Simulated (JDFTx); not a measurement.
# Pb (Fd-3m) in JDFTx: equation of state

How stiff is Pb in PBEsol, and what volume does it want? The cell is scaled to several volumes.

All numbers are computed with JDFTx 1.7.0 (patched build); they aren't measurements. Logs are shortened: lines on timing, memory, paths and dates and some standing lists are left out, and cuts for length are marked. The log counts tension as positive stress, the text compression.

### Step 1. Starting point

The structure is cubic, space group Fd-3m (No. 227). Conventional cell: a = 6.878 Å, b = 6.878 Å, c = 6.878 Å, α = 90.00°, β = 90.00°, γ = 90.00°. Around Pb (site symmetry -43m) lie 4 Pb at 2.98 Å.

This isn't the form of Pb at room conditions, which is fcc.

### Step 2. Equation of state, PBEsol, 38.23 Å³/atom (volume scaled by 0.94)

Input file Pb.in:

```
lattice \
    0.0000000000     6.3661030989     6.3661030989 \
    6.3661030989     0.0000000000     6.3661030989 \
    6.3661030989     6.3661030989     0.0000000000
coords-type Lattice
ion Pb     0.2500000000     0.2500000000     0.2500000000 1
ion Pb     0.0000000000     0.0000000000     0.0000000000 1

ion-species pseudo/Pb.upf
elec-cutoff 28 224
elec-ex-corr gga-PBEsol
kpoint-folding 7 7 7
elec-smearing Fermi 0.0018374661
elec-n-bands 21
electronic-SCF nIterations 100 energyDiffThreshold 1e-09
electronic-minimize nIterations 30 energyDiffThreshold 1e-7
forces-output-coords Cartesian

dump-name run.$VAR
dump End Ecomponents EigStats BandEigs Kpoints Forces Stress
```

Potentials or basis: PseudoDojo-SR-PBEsol-0.4.1-standard with smoothed tails.

Launch:

```
jdftx -c 1 -i Pb.in -o Pb.out
```

Output:

```text
*************** JDFTx 1.7.0 (patched build) ***************

Input parsed successfully to the following command list (including defaults):
[... the input with its defaults ...]

---------- Setting up symmetries ----------

Found 48 point-group symmetries of the bravais lattice
Found 48 space-group symmetries with basis
Applied RMS atom displacement 0 bohrs to make symmetries exact.

---------- Initializing the Grid ----------
R =
[            0       6.3661       6.3661  ]
[       6.3661            0       6.3661  ]
[       6.3661       6.3661            0  ]
unit cell volume = 516.002
G =
[  -0.493488   0.493488   0.493488  ]
[   0.493488  -0.493488   0.493488  ]
[   0.493488   0.493488  -0.493488  ]
Minimum fftbox size, Smin = [  64  64  64  ]
Chosen fftbox size, S = [  64  64  64  ]

---------- Initializing tighter grid for wavefunction operations ----------
R =
[            0       6.3661       6.3661  ]
[       6.3661            0       6.3661  ]
[       6.3661       6.3661            0  ]
unit cell volume = 516.002
G =
[  -0.493488   0.493488   0.493488  ]
[   0.493488  -0.493488   0.493488  ]
[   0.493488   0.493488  -0.493488  ]
Minimum fftbox size, Smin = [  44  44  44  ]
Chosen fftbox size, S = [  48  48  48  ]

---------- Exchange Correlation functional ----------
Initalized PBEsol GGA exchange.
Initalized PBEsol GGA correlation.

---------- Setting up pseudopotentials ----------
Width of ionic core gaussian charges (only for fluid interactions / plotting) set to 0

Reading pseudopotential file 'pseudo/Pb.upf':
  'Pb' pseudopotential, 'PBESOL' functional
  Generated using ONCVPSP code by D. R. Hamann
  14 valence electrons, 3 orbitals, 6 projectors, 1001 radial grid points, with lMax = 2
    5D    l: 2   occupation: 10.0   eigenvalue: -0.777665
    6S    l: 0   occupation:  2.0   eigenvalue: -0.444510
    6P    l: 1   occupation:  2.0   eigenvalue: -0.129233
  Core radius for overlap checks: 2.30 bohrs.

Initialized 1 species with 2 total atoms.

Folded 1 k-points by 7x7x7 to 343 k-points.

---------- Setting up k-points, bands, fillings ----------
Reduced to 20 k-points under symmetry.
Computing the number of bands and number of electrons
Calculating initial fillings.
nElectrons:  28.000000   nBands: 21   nStates: 20

----- Setting up reduced wavefunction bases (one per k-point) -----
average nbasis = 3650.528 , ideal nbasis = 3651.590

---------- Setting up ewald sum ----------
Optimum gaussian width for ewald sums = 2.891374 bohr.
Real space sum over 1331 unit cells with max indices [  5  5  5  ]
Reciprocal space sum over 2197 terms with max indices [  6  6  6  ]

---------- Allocating electronic variables ----------
Initializing wave functions:  linear combination of atomic orbitals
Note: number of bands (21) exceeds available atomic orbitals (18)
Pb pseudo-atom occupations:   s ( 2 )  p ( 2 )  d ( 10 )
	FillingsUpdate:  mu: +0.293054889  nElectrons: 28.000000
LCAOMinimize: Iter:   0  F: -120.6763807964411939  |grad|_K:  1.072e-04  alpha:  1.000e+00
	FillingsUpdate:  mu: +0.293453997  nElectrons: 28.000000
LCAOMinimize: Iter:   1  F: -120.6764245253625347  |grad|_K:  2.551e-06  alpha:  8.641e-01  linmin: -3.134e-02  cgtest:  1.979e-01
LCAOMinimize: Encountered beta<0, resetting CG.
	FillingsUpdate:  mu: +0.293452529  nElectrons: 28.000000
LCAOMinimize: Iter:   2  F: -120.6764245539891078  |grad|_K:  4.235e-08  alpha:  9.973e-01  linmin: -6.113e-04  cgtest:  5.020e-03
	FillingsUpdate:  mu: +0.293452584  nElectrons: 28.000000
LCAOMinimize: Iter:   3  F: -120.6764245539981601  |grad|_K:  6.228e-09  alpha:  1.135e+00  linmin:  1.458e-01  cgtest: -9.952e-01
LCAOMinimize: Converged (|Delta F|<1.000000e-06 for 2 iters).

-------- Electronic minimization -----------
Will mix electronic density at each iteration.
	FillingsUpdate:  mu: +0.293452584  nElectrons: 28.000000
	FillingsUpdate:  mu: +0.288506999  nElectrons: 28.000000
SCF: Cycle:  0   F: -120.702213649423314   dF: -2.579e-02   |Residual|: 3.528e-02   |deigs|: 1.010e-01
	FillingsUpdate:  mu: +0.290534722  nElectrons: 28.000000
SCF: Cycle:  1   F: -120.702597382187093   dF: -3.837e-04   |Residual|: 1.986e-02   |deigs|: 5.753e-03
	FillingsUpdate:  mu: +0.293711673  nElectrons: 28.000000
SCF: Cycle:  2   F: -120.702720737271093   dF: -1.234e-04   |Residual|: 4.433e-03   |deigs|: 2.408e-03
	FillingsUpdate:  mu: +0.294380730  nElectrons: 28.000000
SCF: Cycle:  3   F: -120.702734772100200   dF: -1.403e-05   |Residual|: 3.120e-03   |deigs|: 1.921e-03
	FillingsUpdate:  mu: +0.294504316  nElectrons: 28.000000
SCF: Cycle:  4   F: -120.702737129692508   dF: -2.358e-06   |Residual|: 1.703e-03   |deigs|: 1.645e-04
	FillingsUpdate:  mu: +0.294650481  nElectrons: 28.000000
SCF: Cycle:  5   F: -120.702738699011093   dF: -1.569e-06   |Residual|: 3.862e-04   |deigs|: 1.479e-04
	FillingsUpdate:  mu: +0.294706561  nElectrons: 28.000000
SCF: Cycle:  6   F: -120.702738811916063   dF: -1.129e-07   |Residual|: 2.514e-04   |deigs|: 6.609e-05
	FillingsUpdate:  mu: +0.294713198  nElectrons: 28.000000
SCF: Cycle:  7   F: -120.702738836043778   dF: -2.413e-08   |Residual|: 1.063e-04   |deigs|: 5.860e-05
	FillingsUpdate:  mu: +0.294716031  nElectrons: 28.000000
SCF: Cycle:  8   F: -120.702738841362802   dF: -5.319e-09   |Residual|: 3.205e-05   |deigs|: 5.501e-05
	FillingsUpdate:  mu: +0.294713579  nElectrons: 28.000000
SCF: Cycle:  9   F: -120.702738842097347   dF: -7.345e-10   |Residual|: 1.719e-05   |deigs|: 5.072e-05
	FillingsUpdate:  mu: +0.294715754  nElectrons: 28.000000
SCF: Cycle: 10   F: -120.702738842271103   dF: -1.738e-10   |Residual|: 2.071e-06   |deigs|: 4.517e-05
SCF: Converged (|Delta E|<1.000000e-09 for 2 iters).

Setting wave functions to eigenvectors of Hamiltonian

# Stress tensor in Cartesian coordinates [Eh/a0^3]:
[ -9.73686e-05            0            0  ]
[            0 -9.73686e-05            0  ]
[            0            0 -9.73686e-05  ]

# Ionic positions in lattice coordinates:
ion Pb   0.250000000000000   0.250000000000000   0.250000000000000 1
ion Pb   0.000000000000000   0.000000000000000   0.000000000000000 1

# Forces in Cartesian coordinates:
force Pb   0.000000000000000  -0.000000000000000   0.000000000000000 1
force Pb   0.000000000000000  -0.000000000000000   0.000000000000000 1

# Energy components:
   Eewald =      -82.9245458524091674
       EH =       34.8921267932594859
     Eloc =      -93.1833473977359574
      Enl =      -28.5515317956109129
      Exc =      -39.6354379945442119
 Exc_core =       19.8102055326104463
       KE =       68.8900119832302096
-------------------------------------
     Etot =     -120.7025187312001151
       TS =        0.0002201110709825
-------------------------------------
        F =     -120.7027388422711027

IonicMinimize: Iter:   0  F: -120.702738842271103  |grad|_K:  2.078e-36
IonicMinimize: Converged (|grad|_K<1.000000e-04).

#--- Lowdin population analysis ---
# oxidation-state Pb +0.014 +0.014

Dumping 'run.eigStats' ...
	eMin: -0.346430 at state 19 ( [ +0.142857 +0.428571 -0.285714 ] spin 0 )
	HOMO: +0.293309 at state 9 ( [ +0.000000 +0.142857 -0.142857 ] spin 0 )
	mu  : +0.294716
	LUMO: +0.295955 at state 1 ( [ +0.000000 +0.000000 +0.142857 ] spin 0 )
	eMax: +0.675508 at state 14 ( [ +0.000000 +0.428571 +0.428571 ] spin 0 )
	HOMO-LUMO gap: +0.002646
	Optical gap  : +0.022217 at state 9 ( [ +0.000000 +0.142857 -0.142857 ] spin 0 )
Done!
```

It took 44 s on 1 thread of Intel Xeon Platinum 8488C (Sapphire Rapids), shared host; peak memory 0.15 GiB.

What came out:

| Item | Value |
| --- | --- |
| Free energy | -3284.4888 eV |
| Pressure | 2.9 GPa |
| Band gap on the k mesh | none (metal or under the smearing width) |

### Step 3. Equation of state, PBEsol, 39.05 Å³/atom (volume scaled by 0.96)

Edit Pb.in of step 2 so:

```diff
@@ -1,5 +1,5 @@
 lattice \
-    0.0000000000     6.3661030989     6.3661030989 \
-    6.3661030989     0.0000000000     6.3661030989 \
-    6.3661030989     6.3661030989     0.0000000000
+    0.0000000000     6.4109362881     6.4109362881 \
+    6.4109362881     0.0000000000     6.4109362881 \
+    6.4109362881     6.4109362881     0.0000000000
 coords-type Lattice
```

Potentials or basis: PseudoDojo-SR-PBEsol-0.4.1-standard with smoothed tails.

Launch:

```
jdftx -c 1 -i Pb.in -o Pb.out
```

It took 47 s on 1 thread of Intel Xeon Platinum 8488C (Sapphire Rapids), shared host; peak memory 0.15 GiB.

It converged, with:

```
Free energy            : -3284.5134 eV
Pressure               : 2.0 GPa
Band gap on the k mesh : none (metal or under the smearing width)
```

### Step 4. Equation of state, PBEsol, 39.86 Å³/atom (volume scaled by 0.98)

Edit Pb.in of step 3 so:

```diff
@@ -1,5 +1,5 @@
 lattice \
-    0.0000000000     6.4109362881     6.4109362881 \
-    6.4109362881     0.0000000000     6.4109362881 \
-    6.4109362881     6.4109362881     0.0000000000
+    0.0000000000     6.4551510390     6.4551510390 \
+    6.4551510390     0.0000000000     6.4551510390 \
+    6.4551510390     6.4551510390     0.0000000000
 coords-type Lattice
```

Launch:

```
jdftx -c 1 -i Pb.in -o Pb.out
```

Wall time 46 s (1 thread of Intel Xeon Platinum 8488C (Sapphire Rapids), shared host); peak memory 0.15 GiB.

It converged, with:

* Free energy: -3284.5296 eV
* Pressure: 1.2 GPa
* Band gap on the k mesh: none (metal or under the smearing width)

### Step 5. Equation of state, PBEsol, 40.67 Å³/atom

Edit Pb.in of step 4 so:

```diff
@@ -1,5 +1,5 @@
 lattice \
-    0.0000000000     6.4551510390     6.4551510390 \
-    6.4551510390     0.0000000000     6.4551510390 \
-    6.4551510390     6.4551510390     0.0000000000
+    0.0000000000     6.4987682475     6.4987682475 \
+    6.4987682475     0.0000000000     6.4987682475 \
+    6.4987682475     6.4987682475     0.0000000000
 coords-type Lattice
```

Launch:

```
jdftx -c 1 -i Pb.in -o Pb.out
```

Run time: 46 s. Hardware: 1 thread of Intel Xeon Platinum 8488C (Sapphire Rapids), shared host; peak memory 0.16 GiB.

It converged, with:

```
Free energy            : -3284.5383 eV
Pressure               : 0.5 GPa
Band gap on the k mesh : none (metal or under the smearing width)
```

### Step 6. Equation of state, PBEsol, 41.49 Å³/atom (volume scaled by 1.02)

Edit Pb.in of step 5 so:

```diff
@@ -1,5 +1,5 @@
 lattice \
-    0.0000000000     6.4987682475     6.4987682475 \
-    6.4987682475     0.0000000000     6.4987682475 \
-    6.4987682475     6.4987682475     0.0000000000
+    0.0000000000     6.5418077020     6.5418077020 \
+    6.5418077020     0.0000000000     6.5418077020 \
+    6.5418077020     6.5418077020     0.0000000000
 coords-type Lattice
```

Potentials or basis: PseudoDojo-SR-PBEsol-0.4.1-standard with smoothed tails.

Launch:

```
jdftx -c 1 -i Pb.in -o Pb.out
```

It took 46 s on 1 thread of Intel Xeon Platinum 8488C (Sapphire Rapids), shared host; peak memory 0.15 GiB.

The run converged. Its results:

* Free energy: -3284.5402 eV
* Pressure: -0.1 GPa
* Band gap on the k mesh: none (metal or under the smearing width)

### Step 7. Equation of state, PBEsol, 42.30 Å³/atom (volume scaled by 1.04)

Edit Pb.in of step 6 so:

```diff
@@ -1,5 +1,5 @@
 lattice \
-    0.0000000000     6.5418077020     6.5418077020 \
-    6.5418077020     0.0000000000     6.5418077020 \
-    6.5418077020     6.5418077020     0.0000000000
+    0.0000000000     6.5842881632     6.5842881632 \
+    6.5842881632     0.0000000000     6.5842881632 \
+    6.5842881632     6.5842881632     0.0000000000
 coords-type Lattice
```

Launch:

```
jdftx -c 1 -i Pb.in -o Pb.out
```

Run time: 46 s. Hardware: 1 thread of Intel Xeon Platinum 8488C (Sapphire Rapids), shared host; peak memory 0.15 GiB.

The run converged. Its results:

| Property | Result |
| --- | --- |
| Free energy | -3284.5362 eV |
| Pressure | -0.7 GPa |
| Band gap on the k mesh | none (metal or under the smearing width) |

### Step 8. Equation of state, PBEsol, 43.11 Å³/atom (volume scaled by 1.06)

Edit Pb.in of step 7 so:

```diff
@@ -1,5 +1,5 @@
 lattice \
-    0.0000000000     6.5842881632     6.5842881632 \
-    6.5842881632     0.0000000000     6.5842881632 \
-    6.5842881632     6.5842881632     0.0000000000
+    0.0000000000     6.6262274351     6.6262274351 \
+    6.6262274351     0.0000000000     6.6262274351 \
+    6.6262274351     6.6262274351     0.0000000000
 coords-type Lattice
```

Launch:

```
jdftx -c 1 -i Pb.in -o Pb.out
```

Wall time 45 s (1 thread of Intel Xeon Platinum 8488C (Sapphire Rapids), shared host); peak memory 0.15 GiB.

Results (log left out):

```yaml
Free_energy: -3284.5269 eV
Pressure: -1.2 GPa
Band_gap_on_the_k_mesh: none (metal or under the smearing width)
```

### Step 9. Equation of state, PBEsol

Potentials or basis: PseudoDojo-SR-PBEsol-0.4.1-standard with smoothed tails.

No new run: the results of the series are fitted here.

Results:

```
Equilibrium volume                      : 41.33 Å³/atom
Bulk modulus                            : 31 GPa
Pressure derivative of the bulk modulus : 4.8
```

Energy against volume, from the lowest point:
```
volume (Å³/atom)  energy (meV/atom)
          38.232              25.69
          39.045              13.39
          39.859               5.30
          40.672               0.98
          41.486               0.00
          42.299               2.01
          43.112               6.68
```
